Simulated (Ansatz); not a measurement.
# C2H5BClFSi: up Jacob's ladder to CCSD(T)

An exercise on one series of results from a longer session: the logs are not shown, and one member is left open.

The runs use Ansatz 0.2.0, Gaussian basis; functionals in def2-TZVPP, the program's frozen cores in correlated methods.

The runs, in order: PBE-D4, r2SCAN-D4, PBE0-D4, B3LYP-D4, ωB97X-V, ωB97M-V, B2PLYP; CCSD(T)/def2-TZVPP; MP2/def2-QZVPP; extrapolation to the limit.

### Structure used throughout

The geometry comes from an earlier relaxation with PBE0-D4 in a triple-zeta def2 set; it is a stationary point, not always the lowest conformer.

SMILES `FC1([SiH2]Cl)BC1`, 11 atoms, charge 0, spin multiplicity 1.

Atoms are counted from 1 here; the program's logs count them from 0.

Bond lengths: F1–C2 1.384 Å, C2–Si3 1.861 Å, C2–B5 1.532 Å, C2–C6 1.530 Å, Si3–Cl4 2.056 Å, Si3–H7 1.484 Å, Si3–H8 1.478 Å, B5–C6 1.518 Å, B5–H9 1.182 Å, C6–H10 1.095 Å, C6–H11 1.085 Å. Angles: F1–C2–Si3 114.0°, F1–C2–B5 121.3°, F1–C2–C6 119.3°, Si3–C2–B5 117.2°, Si3–C2–C6 114.8°, B5–C2–C6 59.4°, C2–Si3–Cl4 111.5°, C2–Si3–H7 108.3°, C2–Si3–H8 109.8°, Cl4–Si3–H7 107.4°, Cl4–Si3–H8 108.4°, H7–Si3–H8 111.5°, C2–B5–C6 60.2°, C2–B5–H9 148.8°, C6–B5–H9 147.7°, C2–C6–B5 60.3°, C2–C6–H10 116.6°, C2–C6–H11 118.1° and more.

As a file:

| atom | x (Å) | y (Å) | z (Å) |
| --- | --- | --- | --- |
| F1 | -1.9661 | 0.1880 | 0.1089 |
| C2 | -0.5828 | 0.1738 | 0.1531 |
| Si3 | 0.1557 | -1.5336 | 0.1830 |
| Cl4 | 0.1555 | -2.3872 | -1.6875 |
| B5 | 0.2028 | 1.2898 | 0.8496 |
| C6 | 0.2038 | 1.1997 | -0.6659 |
| H7 | 1.5696 | -1.4219 | 0.6191 |
| H8 | -0.6239 | -2.4008 | 1.0917 |
| H9 | 0.3794 | 1.9540 | 1.8115 |
| H10 | -0.3627 | 2.0480 | -1.0632 |
| H11 | 0.9341 | 0.8333 | -1.3797 |

Set-up of the first run:

in.yaml

```yaml
crystal:
  periodic: [false, false, false]
  atoms:
    - {symbol: F, position_ang: [-1.966106, 0.187981, 0.108909]}
    - {symbol: C, position_ang: [-0.582807, 0.173771, 0.153132]}
    - {symbol: Si, position_ang: [0.155743, -1.533641, 0.182988]}
    - {symbol: Cl, position_ang: [0.155466, -2.387175, -1.687516]}
    - {symbol: B, position_ang: [0.202812, 1.289808, 0.849585]}
    - {symbol: C, position_ang: [0.203802, 1.199691, -0.665908]}
    - {symbol: H, position_ang: [1.569642, -1.421859, 0.619076]}
    - {symbol: H, position_ang: [-0.623869, -2.400795, 1.091723]}
    - {symbol: H, position_ang: [0.379355, 1.954001, 1.811472]}
    - {symbol: H, position_ang: [-0.362743, 2.047974, -1.063238]}
    - {symbol: H, position_ang: [0.934106, 0.833347, -1.379723]}
basis:
  gaussian: {orbitals: def2-TZVPP}
hamiltonian: {xc: pbe, dispersion: d4}
output: {forces: true, orbitals: {seedname: orbitals}}
```

Started as:

```
> ansatz run in.yaml --threads 4 --pin off --events-out ev --progress --plain --max-ram 10444MiB
```

Among the steps run: PBE-D4 (GGA); r2SCAN-D4 (meta-GGA); PBE0-D4 (hybrid); B3LYP-D4 (hybrid); ωB97X-V (range-separated); ωB97M-V (range-separated); B2PLYP (double hybrid); CCSD(T) in def2-TZVPP; MP2 in def2-QZVPP.

One table of the session follows, with a row left open; its other results are not shown here.

| method | atomisation energy (kJ/mol) |
| --- | --- |
| PBE-D4 | 4106.3 |
| r2SCAN-D4 | 4043.1 |
| PBE0-D4 | 4039.2 |
| B3LYP-D4 | 3996.4 |
| ωB97X-V | 4031.1 |
| ωB97M-V | 4031.4 |
| B2PLYP | 3953.3 |
| HF/def2-TZVPP | ? |
| MP2/def2-TZVPP | 3979.5 |
| CCSD/def2-TZVPP | 3816.2 |
| CCSD(T)/def2-TZVPP | 3880.4 |
| MP2/CBS | 4088.6 |
| CCSD(T)/CBS | 3989.4 |

**Question.** Estimate the row for HF/def2-TZVPP.

The run gave: atomisation energy (kJ/mol): 2959.8. In the column «atomisation energy (kJ/mol)» it is the lowest.
